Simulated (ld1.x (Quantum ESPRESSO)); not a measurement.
# An RRKJ potential for fluorine, from input to tests

Aim: build the potential from the settings below, then test how well it stands in for the atom: other configurations, scattering, ghost states and the plane-wave cutoff that it needs.

The numbers are computed with ld1.x (Quantum ESPRESSO) 7.5 (PBE, scalar-relativistic, spin-unpolarised reference atom).

### 1 The atom and the settings

The settings as typed:

| Quantity | Value |
| --- | --- |
| element | fluorine (F, Z = 9) |
| type | norm-conserving RRKJ (Kleinman–Bylander form) |
| frozen core | [He] |
| valence charge | 7 |
| reference configuration | 2s2 2p5 |
| partial waves | 2s (bound): rc 0.75 bohr; 2p (bound): rc 1.20 bohr; 3d channel at 0.05 Ry: rc 1.25 bohr |
| local potential | the d channel |
| core correction | Bessel-smoothed model core inside 0.35 bohr |

The outer shells as boxes (Hund's rule for the drawing; the calculation is spin-unpolarised):

```
[He] core
2s [↑↓]
2p [↑↓][↑↓][↑ ]
```

An earlier all-electron run gives the scale for the radii.

All-electron outer shells of the reference configuration (PBE, scalar-relativistic, ld1.x):

| shell | level (eV) | outermost node (bohr) | outermost maximum (bohr) |
| --- | --- | --- | --- |
| 1s | -663.37 | – | 0.11 |
| 2s | -29.90 | 0.24 | 0.76 |
| 2p | -11.11 | – | 0.71 |

### 2 The generation run

Contents of F.in:

```
 &input
   title='F', zed=9., rel=1, dft='PBE', iswitch=3,
   config='[He] 2s2 2p5 3d-2',
   nld=3, rlderiv=1.35, eminld=-4.0, emaxld=5.0, deld=0.02
 /
 &inputp
   pseudotype=2, tm=.false., lloc=2,
   nlcc=.true., new_core_ps=.true., rcore=0.35,
   file_pseudopw='F.UPF', file_wfcaegen='ae.wfc', file_wfcncgen='nc.wfc', file_beta='beta', file_chi='chi'
 /
3
2S  1  0   2.00   0.00  0.75  0.75  0.0
2P  2  1   5.00   0.00  1.20  1.20  0.0
3D  3  2  -2.00   0.05  1.25  1.25  0.0
 &test
   configts(1)='2s2 2p5'
 /
```

On the command line:

```
$ ld1.x < F.in > F.out
```

Output in F.out (without the banner and most projector matrices):

```text
     Program LD1 v.7.5
     --------------------------- All-electron run ----------------------------

     F
     scalar relativistic calculation

     atomic number is  9.00
     dft =PBE   lsd =0 sic =0 latt =0  beta=0.20 tr2=1.0E-14
     Exchange-correlation= PBE
                           (   1   4   3   4   0   0   0)
     mesh =1105 r(mesh) =  99.76081 a.u. xmin = -7.00 dx = 0.01250
     1 Ry =  13.60569312 eV, c = 137.03599908

     n l     nl                  e(Ry)          e(Ha)          e(eV)
     1 0     1S 1( 2.00)       -48.7570       -24.3785      -663.3734
     2 0     2S 1( 2.00)        -2.1976        -1.0988       -29.8996
     2 1     2P 1( 5.00)        -0.8167        -0.4083       -11.1117

     final scf error:  7.2E-15 reached in  26 iterations

     Etot =    -199.489330 Ry,     -99.744665 Ha,   -2714.190601 eV

     Ekin =     199.322998 Ry,      99.661499 Ha,    2711.927537 eV
     Encl =    -477.724055 Ry,    -238.862027 Ha,   -6499.766885 eV
     Eh   =      99.339620 Ry,      49.669810 Ha,    1351.584389 eV
     Exc  =     -20.427893 Ry,     -10.213946 Ha,    -277.935642 eV

     normalization and overlap integrals

     s(1S/1S) =  1.000000  <r> =   0.1763  <r2> =    0.0420  r(max) =   0.1139
     s(2S/2S) =  1.000000  <r> =   1.0034  <r2> =    1.2282  r(max) =   0.7617
     s(2P/2P) =  1.000000  <r> =   1.1050  <r2> =    1.6384  r(max) =   0.7066

     ------------------------ End of All-electron run ------------------------

     --------------------- Generating NC pseudopotential ---------------------

      Generating local pot.: lloc=2, matching radius rcloc =   1.2500

      Computing core charge for nlcc:

       r > 0.35 : true rho core
      Core charge pseudized with two Bessel functions
      Integrated core pseudo-charge :   1.10

      Wfc   2S  rcut= 0.743  Estimated cut-off energy=      223.04 Ry
      This function has    0 nodes for 0 < r <    0.743

      Wfc   2P  rcut= 1.195  Estimated cut-off energy=      123.86 Ry
      This function has    0 nodes for 0 < r <    1.195

     ------------------- End of pseudopotential generation -------------------

     [... the all-electron block is printed once more ...]


     Computing logarithmic derivative in   1.34520
     Computing logarithmic derivative in   1.34520
     Computing the partial wave expansion
     R is outside the sphere for l=    0 j= 0.00
     R is outside the sphere for l=    1 j= 0.00
       no projector for channel:   2

     ---------------------- Testing the pseudopotential ----------------------

     F
     scalar relativistic calculation

     atomic number is  9.00   valence charge is  7.00
     dft =PBE   lsd =0 sic =0 latt =0  beta=0.20 tr2=1.0E-14
     mesh =1105 r(mesh) =  99.76081 xmin = -7.00 dx = 0.01250

     n l     nl             e AE (Ry)        e PS (Ry)    De AE-PS (Ry)
     1 0     2S   1( 2.00)       -2.19758       -2.19758        0.00000
     2 1     2P   1( 5.00)       -0.81670       -0.81670        0.00001

     eps = 2.8E-16  iter =  4

     Etot =    -199.489330 Ry,     -99.744665 Ha,   -2714.190601 eV
     Etotps =   -51.560807 Ry,     -25.780403 Ha,    -701.520514 eV

     Ekin =      34.048869 Ry,      17.024434 Ha,     463.258462 eV
     Encl =    -110.756421 Ry,     -55.378211 Ha,   -1506.917881 eV
     Ehrt =      42.000484 Ry,      21.000242 Ha,     571.445696 eV
     Ecxc =     -12.879705 Ry,      -6.439853 Ha,    -175.237320 eV
     (Ecc =      -3.615170 Ry,      -1.807585 Ha,     -49.186894 eV)
     Epseu=      -3.974033 Ry,      -1.987016 Ha,     -54.069471 eV

     ---------------------- End of pseudopotential test ----------------------
```

It took 2 s on 1 thread, shared host. This counts the later configuration tests of the new file too.

All-electron and pseudo partial waves u(r) = r·R(r), from the program's wave files:

```tsv
r (bohr)	2p AE	2p PS
0.062	0.0626	0.0245
0.125	0.1957	0.0963
0.188	0.3457	0.2068
0.250	0.4850	0.3404
0.312	0.6053	0.4840
0.375	0.7048	0.6253
0.438	0.7820	0.7492
0.500	0.8375	0.8455
0.562	0.8748	0.9121
0.625	0.8968	0.9499
0.688	0.9056	0.9612
0.750	0.9038	0.9525
0.812	0.8940	0.9307
0.875	0.8775	0.9012
0.938	0.8562	0.8690
1.000	0.8317	0.8373
1.062	0.8048	0.8065
1.125	0.7758	0.7760
1.188	0.7458	0.7458
1.250	0.7158	0.7158
1.312	0.6858	0.6858
1.375	0.6554	0.6554
1.438	0.6256	0.6256
1.500	0.5969	0.5969
1.562	0.5689	0.5689
1.625	0.5414	0.5414
```

### 3 Configuration tests

Contents of F.test.in:

```
 &input
   title='F', zed=9., rel=1, dft='PBE', iswitch=2,
   config='[He] 2s2 2p5 3d-2'
 /
 &test
   file_pseudo='F.UPF', nconf=8,
   configts(1)='2s2 2p5',
   configts(2)='2s2 2p4',
   configts(3)='2s2 2p3',
   configts(4)='2s2 2p2',
   configts(5)='2s2 2p5.3',
   configts(6)='2s1 2p6',
   configts(7)='2s1 2p5',
   configts(8)='2s2 2p1'
 /
```

On the command line:

```
$ ld1.x < F.test.in > F.test.out
```

F.test.out, the pseudopotential blocks:

```text
     ---------------------- Testing the pseudopotential ----------------------

     F
     scalar relativistic calculation

     atomic number is  9.00   valence charge is  7.00
     dft =PBE   lsd =0 sic =0 latt =0  beta=0.20 tr2=1.0E-14
     mesh =1105 r(mesh) =  99.76081 xmin = -7.00 dx = 0.01250

     n l     nl             e AE (Ry)        e PS (Ry)    De AE-PS (Ry)
     1 0     2S   1( 2.00)       -2.19758       -2.19758        0.00000
     2 1     2P   1( 5.00)       -0.81670       -0.81670        0.00001

     eps = 3.5E-15  iter = 15

     Etot =    -199.489330 Ry,     -99.744665 Ha,   -2714.190600 eV
     Etotps =   -51.560806 Ry,     -25.780403 Ha,    -701.520507 eV

     Ekin =      34.048870 Ry,      17.024435 Ha,     463.258470 eV
     Encl =    -110.756421 Ry,     -55.378211 Ha,   -1506.917882 eV
     Ehrt =      42.000484 Ry,      21.000242 Ha,     571.445696 eV
     Ecxc =     -12.879705 Ry,      -6.439853 Ha,    -175.237320 eV
     (Ecc =      -3.615170 Ry,      -1.807585 Ha,     -49.186894 eV)
     Epseu=      -3.974033 Ry,      -1.987016 Ha,     -54.069472 eV

     ---------------------- End of pseudopotential test ----------------------

     ---------------------- Testing the pseudopotential ----------------------

     F
     [...]
     n l     nl             e AE (Ry)        e PS (Ry)    De AE-PS (Ry)
     1 0     2S   1( 2.00)       -3.48292       -3.48436        0.00144
     2 1     2P   1( 4.00)       -2.08065       -2.07817       -0.00249

     eps = 7.1E-16  iter = 12

     Etot =    -198.064175 Ry,     -99.032087 Ha,   -2694.800379 eV
     Etotps =   -50.136355 Ry,     -25.068177 Ha,    -682.139857 eV
     dEtot_ae =       1.425155 Ry
     dEtot_ps =       1.424452 Ry,   Delta E=       0.000703 Ry

     [...]
     ---------------------- End of pseudopotential test ----------------------

     ---------------------- Testing the pseudopotential ----------------------

     F
     [...]
     n l     nl             e AE (Ry)        e PS (Ry)    De AE-PS (Ry)
     1 0     2S   1( 2.00)       -4.99731       -4.99667       -0.00065
     2 1     2P   1( 3.00)       -3.60167       -3.58721       -0.01446  !

     eps = 1.2E-15  iter = 10

     Etot =    -195.242940 Ry,     -97.621470 Ha,   -2656.415526 eV
     Etotps =   -47.322303 Ry,     -23.661152 Ha,    -643.852738 eV
     dEtot_ae =       4.246390 Ry
     dEtot_ps =       4.238503 Ry,   Delta E=       0.007887 Ry

     [...]
     ---------------------- End of pseudopotential test ----------------------

     ---------------------- Testing the pseudopotential ----------------------

     F
     [...]
     n l     nl             e AE (Ry)        e PS (Ry)    De AE-PS (Ry)
     1 0     2S   1( 2.00)       -6.70364       -6.69125       -0.01239  !
     2 1     2P   1( 2.00)       -5.34782       -5.30179       -0.04603  !

     eps = 5.3E-17  iter =  9

     Etot =    -190.786158 Ry,     -95.393079 Ha,   -2595.777923 eV
     Etotps =   -42.893472 Ry,     -21.446736 Ha,    -583.595417 eV
     dEtot_ae =       8.703171 Ry
     dEtot_ps =       8.667334 Ry,   Delta E=       0.035837 Ry

     [...]
     ---------------------- End of pseudopotential test ----------------------

     ---------------------- Testing the pseudopotential ----------------------

     F
     [...]
     n l     nl             e AE (Ry)        e PS (Ry)    De AE-PS (Ry)
     1 0     2S   1( 2.00)       -1.86725       -1.86679       -0.00046
     2 1     2P   1( 5.30)       -0.49676       -0.49678        0.00002

     eps = 3.7E-15  iter = 17

     Etot =    -199.685554 Ry,     -99.842777 Ha,   -2716.860368 eV
     Etotps =   -51.757055 Ry,     -25.878527 Ha,    -704.190606 eV
     dEtot_ae =      -0.196224 Ry
     dEtot_ps =      -0.196249 Ry,   Delta E=       0.000024 Ry

     [...]
     ---------------------- End of pseudopotential test ----------------------

     ---------------------- Testing the pseudopotential ----------------------

     F
     [...]
     n l     nl             e AE (Ry)        e PS (Ry)    De AE-PS (Ry)
     1 0     2S   1( 1.00)       -2.23280       -2.23277       -0.00003
     2 1     2P   1( 6.00)       -0.84819       -0.84991        0.00172

     eps = 4.6E-15  iter = 19

     Etot =    -198.106554 Ry,     -99.053277 Ha,   -2695.376983 eV
     Etotps =   -50.178912 Ry,     -25.089456 Ha,    -682.718884 eV
     dEtot_ae =       1.382775 Ry
     dEtot_ps =       1.381894 Ry,   Delta E=       0.000882 Ry

     [...]
     ---------------------- End of pseudopotential test ----------------------

     ---------------------- Testing the pseudopotential ----------------------

     F
     [...]
     n l     nl             e AE (Ry)        e PS (Ry)    De AE-PS (Ry)
     1 0     2S   1( 1.00)       -3.49542       -3.49994        0.00451
     2 1     2P   1( 5.00)       -2.08974       -2.09296        0.00323

     eps = 1.4E-15  iter = 12

     Etot =    -196.660171 Ry,     -98.330085 Ha,   -2675.697933 eV
     Etotps =   -48.729764 Ry,     -24.364882 Ha,    -663.002212 eV
     dEtot_ae =       2.829159 Ry
     dEtot_ps =       2.831042 Ry,   Delta E=      -0.001884 Ry

     [...]
     ---------------------- End of pseudopotential test ----------------------

     ---------------------- Testing the pseudopotential ----------------------

     F
     [...]
     n l     nl             e AE (Ry)        e PS (Ry)    De AE-PS (Ry)
     1 0     2S   1( 2.00)       -8.57765       -8.53560       -0.04205  !
     2 1     2P   1( 1.00)       -7.29740       -7.18728       -0.11012  !

     eps = 9.3E-16  iter = 12

     Etot =    -184.479831 Ry,     -92.239915 Ha,   -2509.975963 eV
     Etotps =   -36.661689 Ry,     -18.330845 Ha,    -498.807693 eV
     dEtot_ae =      15.009499 Ry
     dEtot_ps =      14.899117 Ry,   Delta E=       0.110382 Ry

     [...]
     ---------------------- End of pseudopotential test ----------------------
```

Excitation and ionisation energies from 2s2 2p5, with the error of the potential.

| valence configuration | charge | ΔE all-electron (eV) | error AE − PS (meV) |
| --- | --- | --- | --- |
| 2s2 2p4 | +1 | 19.390 | +9.6 |
| 2s2 2p3 | +2 | 57.775 | +107 |
| 2s2 2p2 | +3 | 118.413 | +488 |
| 2s2 2p5.3 | -0.3 | -2.670 | +0.3 |
| 2s1 2p6 | 0 | 18.814 | +12 |
| 2s1 2p5 | +1 | 38.493 | -26 |
| 2s2 2p1 | +4 | 204.215 | +1502 |

### 4 Scattering by logarithmic derivatives

Taken from the files of the generation run. The phase is arctan(r·u′/u) with u = r·R, unwrapped, with energies in Ry. A pole is an energy at which the radial function vanishes at the test radius. The pseudo phase is shifted by a multiple of π to meet the all-electron one at the reference energy. Levels narrower than the energy grid can be missing from the poles. The last column is the largest difference on the grid between −1 and +1 Ry.

```tsv
channel	radius (bohr)	reference (Ry)	poles AE	poles PS	window around the reference with phases within 0.05 rad (Ry)	largest difference near zero (rad)
s	1.34	-2.20	0.02	0.01	the whole range	0.001
p	1.34	-0.82	1.12	1.14	the whole range	0.002
d	1.34	0.05	none	none	the whole range	0.000
```

Phases (rad) along the scan:

```tsv
E (Ry)	p AE	p PS	s AE	s PS
-4.00	1.118	1.119	0.767	0.767
-3.52	1.065	1.067	0.488	0.487
-3.04	0.989	0.991	-0.009	-0.010
-2.56	0.871	0.873	-0.619	-0.619
-2.08	0.666	0.669	-1.036	-1.036
-1.60	0.274	0.276	-1.266	-1.266
-1.12	-0.375	-0.374	-1.401	-1.401
-0.64	-0.941	-0.941	-1.489	-1.489
-0.16	-1.249	-1.248	-1.552	-1.552
0.32	-1.417	-1.415	-1.600	-1.601
0.80	-1.520	-1.518	-1.639	-1.640
1.28	-1.593	-1.590	-1.672	-1.674
1.76	-1.649	-1.645	-1.703	-1.705
2.24	-1.695	-1.690	-1.731	-1.734
2.72	-1.737	-1.730	-1.758	-1.762
3.20	-1.776	-1.767	-1.786	-1.790
3.68	-1.815	-1.804	-1.815	-1.820
4.16	-1.857	-1.841	-1.845	-1.852
4.64	-1.902	-1.882	-1.879	-1.888
```

### 5 Cutoff and ghost test in a Bessel basis

A separate test, outside the generator: the pseudo-atom's Hamiltonian at the reference potential is diagonalised in spherical Bessel functions j_l(qr) that vanish at 20 bohr, with q² up to the cutoff.

All-electron valence levels (Ry): 2s -2.1976, 2p -0.8167. The lowest levels of each channel (Ry) by cutoff; the last column sums, over occupied levels, occupation times the distance from the level at 400 Ry. A positive value at high cutoff is not a bound level.

```tsv
cutoff (Ry)	s #1	p #1	d #1	f #1	Σ f·Δε (mRy)
8	-1.7201	-0.0123	0.0806	0.1213	4981.0
15	-1.7592	-0.1414	0.0806	0.1213	4256.8
21	-1.7740	-0.2598	0.0806	0.1213	3635.5
35	-1.8742	-0.5671	0.0806	0.1213	1898.6
50	-2.0041	-0.7365	0.0806	0.1213	791.8
60	-2.0594	-0.7851	0.0806	0.1213	438.3
90	-2.1555	-0.8168	0.0806	0.1213	87.7
120	-2.1863	-0.8172	0.0806	0.1213	24.1
140	-2.1940	-0.8172	0.0806	0.1213	8.4
160	-2.1967	-0.8172	0.0806	0.1213	2.9
180	-2.1978	-0.8172	0.0806	0.1213	0.9
230	-2.1981	-0.8172	0.0806	0.1213	0.2
400	-2.1982	-0.8172	0.0806	0.1213	0.0
```

The sum stays within 10 mRy from 140 Ry and within 1 mRy from 180 Ry. The sum leaves out empty levels, which can need more. Ghost test: no level below the all-electron spectrum of its channel (s, p, d, f tested).

### 6 Summary of results

```
                                                quantity                   value
               cutoffs for 10 and 1 mRy, occupied levels       140 Ry and 180 Ry
                                            bound ghosts              none found
                            largest test error (AE − PS)  +1502 meV, for 2s2 2p1
largest phase difference near zero energy, channels read               0.002 rad
```

**Reading.** By total energies transferability is poor: the largest error is 1502 meV on 204.2 eV, for 2s2 2p1. That test lies far up in energy; among those under 40 eV, nearer to bonding, the largest error is 26 meV. By its cutoff, 140 Ry for the looser tolerance, it is very hard. The slowest occupied level is 2s: taken alone it needs 180 Ry to come within 1 mRy, against 90 Ry for 2p. It is free of bound ghosts as far as tested. Near zero energy the phases of the channels with partial waves agree within 0.002 rad. All of this concerns the isolated atom, not yet a solid.
